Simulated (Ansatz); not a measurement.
A nudged elastic band was laid between two geometries of a periodic cell of 17 atoms, CuSi16 (host Si, host structure diamond, interstitial Cu), cell charge +1.

Theory: DFT PBE, scalar-relativistic, plane waves, PAW (Ansatz). Settings: PAW set soft_1, cutoff 420 eV, k mesh 2x2x2, gaussian smearing 0.05 eV, no spin polarisation.

* movable images: 3
* climbing image: yes
* spring: 10.0 eV/Å²
* optimiser: quadratic models (default)
* start path: IDPP
* force threshold: 0.05 eV/Å
* iteration limit: 49
* end points: relaxed

Image 0:

```xyz
17
Lattice="0.0000 5.4300 5.4300 5.4300 0.0000 5.4300 5.4300 5.4300 0.0000" Properties=species:S:1:pos:R:3
Si -0.136 -0.139 0.138
Si 1.317 1.319 1.356
Si 2.720 2.723 -0.053
Si 3.954 3.947 1.488
Si 2.775 0.034 2.656
Si 4.080 1.317 4.113
Si 5.495 2.714 2.716
Si 6.835 4.141 4.030
Si 0.028 2.775 2.655
Si 1.315 4.075 4.112
Si 2.716 5.487 2.711
Si 4.135 6.835 4.028
Si 2.774 2.772 5.395
Si 4.122 4.127 6.732
Si 5.474 5.478 5.382
Si 6.834 6.831 6.718
Cu 6.647 6.635 9.664
```

Image 4:

```xyz
17
Lattice="0.0000 5.4300 5.4300 5.4300 0.0000 5.4300 5.4300 5.4300 0.0000" Properties=species:S:1:pos:R:3
Si 0.044 0.049 0.046
Si 1.395 1.401 1.398
Si 2.756 2.754 0.059
Si 4.125 4.126 1.384
Si 2.754 0.064 2.754
Si 4.124 1.389 4.125
Si 5.430 2.678 2.676
Si 6.838 4.081 4.078
Si 0.066 2.760 2.761
Si 1.390 4.131 4.131
Si 2.678 5.432 2.676
Si 4.079 6.838 4.075
Si 2.676 2.676 5.434
Si 4.073 4.072 6.843
Si 5.312 5.313 5.320
Si 6.658 6.658 6.658
Cu 7.991 8.000 8.015
```

Q: Which bonds break or form, and what moves?

A: Contacts lost: Si1–Cu17, Si2–Cu17, Si6–Cu17, Si10–Cu17. Contacts made: Si8–Cu17, Si12–Cu17, Si13–Cu17, Si14–Cu17, Si16–Cu17. The atom that moves furthest is Cu17, by 2.53 Å; four of its nearest neighbours are Si1 2.33, Si3 2.42, Si11 2.43, Si7 2.43 Å at the first end and Si16 2.33, Si8 2.42, Si12 2.42, Si14 2.43 Å at the last.

Q: What energy profile does the band end with?

A: The run converged. The highest image is number 3 of 0 to 4, 0.042 eV above the ends, which have the same energy within 2 meV. By the program's own check the climbing image is a first-order saddle point (lowest curvatures found: -0.26 and 0.99 eV/Å²). Limits of this set-up: coarse k mesh, a small cell, in which the defect meets its images, charged cell in a uniform background, uncorrected.

| image | path coordinate (Å) | energy (eV) | Si1–Cu17 (Å) | Si2–Cu17 (Å) | Si6–Cu17 (Å) |
| --- | --- | --- | --- | --- | --- |
| 0 | 0.00 | 0.000 | 2.33 | 2.56 | 2.57 |
| 1 | 0.72 | 0.002 | 2.40 | 2.53 | 2.86 |
| 2 | 1.44 | -0.001 | 2.62 | 3.02 | 3.02 |
| 3 | 2.17 | 0.042 | 3.31 | 3.52 | 3.52 |
| 4 | 3.37 | 0.001 | 4.59 | 4.55 | 4.33 |

Q: What is the geometry of the highest image?

A: 
```xyz
17
Lattice="0.0000 5.4300 5.4300 5.4300 0.0000 5.4300 5.4300 5.4300 0.0000" Properties=species:S:1:pos:R:3
Si 0.152 0.134 -0.155
Si 1.414 1.430 1.342
Si 2.814 2.782 0.065
Si 4.215 4.258 1.213
Si 2.684 0.049 2.744
Si 4.086 1.430 4.014
Si 5.363 2.781 2.613
Si 6.760 4.154 4.099
Si 0.022 2.680 2.734
Si 1.423 4.062 4.005
Si 2.778 5.386 2.650
Si 4.174 6.759 4.135
Si 2.693 2.680 5.406
Si 3.953 3.975 6.904
Si 5.322 5.280 5.536
Si 6.723 6.759 6.683
Cu 7.487 7.488 8.799
```

The band took 16 iterations and of the order of 12 core-minutes.

The run took 12 min on 1 thread of Arm Neoverse V2 (shared host), peak memory 0.81 GiB.
